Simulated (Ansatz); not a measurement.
# Al7C: the cost of one run

Method: DFT PBE, scalar-relativistic, plane waves, PAW, in Ansatz 0.2.0.

## (1) The structure to begin with

Symmetry: Im-3m, No. 229, cubic system. The conventional cell has a = 6.301 Å, b = 6.301 Å, c = 6.301 Å, α = 90.00°, β = 90.00°, γ = 90.00°. Al (site symmetry 4/mmm) has 8 Al at 2.73 Å as nearest neighbours. Al (site symmetry -3m) has 6 Al at 2.73 Å and 2 C at 2.73 Å as nearest neighbours. Around C (site symmetry m-3m) lie 8 Al at 2.73 Å.

Structure file:

```xyz
8
Lattice="-3.1505 3.1505 3.1505 3.1505 -3.1505 3.1505 3.1505 3.1505 -3.1505" Properties=species:S:1:pos:R:3 pbc="T T T"
Al    3.1505    0.0000    0.0000
Al    0.0000    0.0000    3.1505
Al    0.0000    3.1505    0.0000
Al    1.5753    1.5753   -1.5753
Al    1.5753   -1.5753    1.5753
Al   -1.5753    1.5753    1.5753
Al    1.5753    1.5753    1.5753
C     0.0000    0.0000    0.0000
```

A structure generator made this guess: species swapped into a database cell of Fe7Co (Im-3m, No. 229), with Al on the Fe sites and C on the Co sites. The dimensions are guesses.

## (2) Probe: one point on a coarse mesh

Input file input.yaml:

```yaml
crystal:
  lattice:
    - [-3.1505062, 3.1505062, 3.1505062]
    - [3.1505062, -3.1505062, 3.1505062]
    - [3.1505062, 3.1505062, -3.1505062]
  atoms:
    - { symbol: Al, position: [0.0, 0.5, 0.5] }
    - { symbol: Al, position: [0.5, 0.5, 0.0] }
    - { symbol: Al, position: [0.5, 0.0, 0.5] }
    - { symbol: Al, position: [0.0, 0.0, 0.5] }
    - { symbol: Al, position: [0.0, 0.5, 0.0] }
    - { symbol: Al, position: [0.5, 0.0, 0.0] }
    - { symbol: Al, position: [0.5, 0.5, 0.5] }
    - { symbol: C, position: [0.0, 0.0, 0.0] }
basis:
  ecutwfc: 420
kpoints:
  mp_grid: { grid: [4, 4, 4] }
hamiltonian:
  xc: pbe
scf:
  occupations: { method: gaussian, width: 0.1 }
  lower_state_search: "off"
output:
  forces: true
  stress: true
  eigenvalues: true
```

The run is started by

```sh
ansatz run input.yaml --threads 1 --pin off --max-ram 2048MiB --backend cpu --events-out ev --progress --plain --runs-dir out
```

Q: Estimate wall time and peak memory on 1 thread of Arm Neoverse V1, shared host.

About 2 s, with a peak of 0.33 GiB.
